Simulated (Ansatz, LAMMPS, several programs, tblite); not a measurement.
Energy against volume for BN in the wurtzite structure, at fixed shape and fractional coordinates, computed by several methods (PBE and r2SCAN, where shown, with plane waves in Ansatz); the cell shown is that of r2SCAN. With free coordinates or axes held, a curve is too stiff, and on another method's shape its minimum isn't the method's own volume. Space group P6_3mc (No. 186), hexagonal; conventional cell a = 2.544 Å, c = 4.208 Å, 5.90 Å³ an atom. B has 4 N at 1.56–1.58 Å; N has 4 B at 1.56–1.58 Å. (Simulation; spin polarisation is off.) Energies count from each curve's lowest point; fits are third-order Birch-Murnaghan.

```
B N
1.0
     2.54395    0.00000    0.00000
    -1.27197    2.20313    0.00000
     0.00000    0.00000    4.20782
B N
2 2
Direct
  0.33333 0.66667 0.00020
  0.66667 0.33333 0.50020
  0.33333 0.66667 0.37480
  0.66667 0.33333 0.87480
```

BNC.tersoff (LAMMPS), on the shape of its own relaxed cell:
```tsv
V (Å³/atom)	E (meV/atom)
5.011	30.89
5.171	7.34
5.331	0.00
5.491	6.65
5.651	25.38
```
V₀ = 5.33 Å³ an atom and B₀ = 466 GPa.

BN.extep (LAMMPS), on the shape of its own relaxed cell:
```csv
V (Å³/atom),E (meV/atom)
5.290,28.12
5.459,6.68
5.628,0.00
5.797,6.06
5.965,23.11
```
V₀ = 5.63 Å³ an atom and B₀ = 402 GPa.

light PBE (260 eV and a coarse mesh), on the shape of the cell shown:
```
V (Å³/atom)  E (meV/atom)
      5.424         91.21
      5.660         26.95
      5.896         11.75
      6.132          0.00
      6.367          6.96
      6.603         61.24
```
The points scatter about the fit by more than 0.3 meV an atom, since at so low a cutoff the number of plane waves jumps with the volume, so no fit is quoted.

Q: r2SCAN, on the shape of its own relaxed cell, gives

| V (Å³/atom) | E (meV/atom) |
| --- | --- |
| 5.542 | 28.56 |
| 5.719 | 6.80 |
| 5.896 | 0.00 |
| 6.073 | 6.20 |
| 6.250 | 23.70 |

What equilibrium volume and bulk modulus follow?

A: V₀ = 5.90 Å³ an atom and B₀ = 392 GPa.

Q: GFN1-xTB (tblite), on the shape of the cell shown, as a cluster of 128 atoms at the zone centre, gives
```csv
V (Å³/atom),E (meV/atom)
5.188,132.89
5.542,31.18
5.896,0.00
6.250,21.22
6.603,81.60
```
What equilibrium volume and bulk modulus follow?

A: V₀ = 5.91 Å³ an atom and B₀ = 388 GPa.
